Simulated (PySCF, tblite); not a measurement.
**C₆H₁₂F₂Si: geometry, infrared bands and NMR shifts**

Wanted: the infrared bands and NMR shifts of C₆H₁₂F₂Si (`CCC[C@@H]([SiH3])/C(F)=C/F`), by calculation.

Programs: tblite 0.8.0 and PySCF 2.14.0, with density-fitted response routines of our own. Each step states its level of theory. These are calculated values for one molecule in the gas phase, unless marked as measured. Atoms count from 0, in the outputs and in this text.

**1. The starting structure**

21 atoms, charge 0, multiplicity 1; geometry from: force field or distance geometry start.

Bonds of the start (Å): C0–C1 1.54, C1–C2 1.48, C2–C3 1.51, C3–Si4 1.87, C3–C5 1.50, C5–F6 1.37, C5–C7 1.34, C7–F8 1.37, C0–H9 1.12, C0–H10 1.08, C0–H11 1.10, C1–H12 1.13, C1–H13 1.11, C2–H14 1.13, C2–H15 1.09, C3–H16 1.11, Si4–H17 1.47, Si4–H18 1.47, Si4–H19 1.46, C7–H20 1.10.

**2. Optimising the geometry with GFN2-xTB**

The job: settings as JSON, then the geometry in Å.

```
{"job": {"kind": "relax", "xc": "GFN2-xTB", "basis": "xTB"}, "charge": 0, "multiplicity": 1}
C      2.859700    -0.184700     0.508600
C      1.434400     0.254600     0.899900
C      0.627800     0.013600    -0.320300
C     -0.836100     0.371400    -0.217700
Si    -1.554600    -0.042500    -1.889200
C     -1.593700    -0.465500     0.768300
F     -1.691200    -1.822900     0.652900
C     -2.160500     0.204100     1.785900
F     -2.882300    -0.442100     2.750900
H      2.755700    -1.099700    -0.125800
H      3.442200    -0.415300     1.388600
H      3.305100     0.610500    -0.103700
H      1.090800    -0.336800     1.804000
H      1.493200     1.328900     1.158700
H      1.026000     0.742100    -1.092400
H      0.766700    -0.978800    -0.740900
H     -1.001700     1.440800     0.013800
H     -0.945200     0.904400    -2.838600
H     -1.041600    -1.376400    -2.224600
H     -3.014100     0.018000    -1.904300
H     -2.089500     1.293100     1.880000
```

Run with:

```
$ OMP_NUM_THREADS=1 python probes_run.py task.json out
```

This one command runs all jobs of the session in turn.

**Question.** This job is followed by: GFN2-xTB harmonic vibrations, gas phase; GIAO PBE0/pcSseg-1 NMR shielding, non-relativistic, gas phase. What will the session give for the following? strongest single infrared mode (GFN2-xTB); zero-point energy (GFN2-xTB); ¹³C shifts against TMS (PBE0/pcSseg-1); ¹H shifts against TMS (PBE0/pcSseg-1, means over atoms taken as alike); ²⁹Si shifts against TMS (PBE0/pcSseg-1); ¹⁹F shifts against CFCl3 (PBE0/pcSseg-1).

**Answer**, as computed:

```
                                                              quantity                                               value
                             strongest single infrared mode (GFN2-xTB)                               2283 cm⁻¹, 310 km/mol
                                          zero-point energy (GFN2-xTB)                                      101.2 kcal/mol
                                ¹³C shifts against TMS (PBE0/pcSseg-1)            159.2, 140.7, 33.7, 28.9, 27.8, 16.5 ppm
¹H shifts against TMS (PBE0/pcSseg-1, means over atoms taken as alike)  6.36, 3.99, 1.86, 1.76, 1.42, 1.26, 1.08, 0.96 ppm
                               ²⁹Si shifts against TMS (PBE0/pcSseg-1)                                           -61.4 ppm
                              ¹⁹F shifts against CFCl3 (PBE0/pcSseg-1)                                  -151.9, -168.7 ppm
```

Relaxing lowered the energy by 0.636 eV in 91 steps; the close pair that moved most is C3–Si4, from 1.866 to 1.925 Å. All 57 modes are real, so the xTB geometry is a minimum. The strongest single mode, at 2283 cm⁻¹, moves mainly H19. Unscaled tight-binding wavenumbers are off by several per cent, some by more. Its intensities can rank the bands wrongly. H20 (hydrogen on an alkene CH) lies farthest downfield among hydrogen, at 6.36 ppm; attached to an sp2 carbon and in the plane of the double bond. At PBE0/pcSseg-1: Shielding is most anisotropic at F6 (span 208 ppm, paramagnetic term -154 ppm).
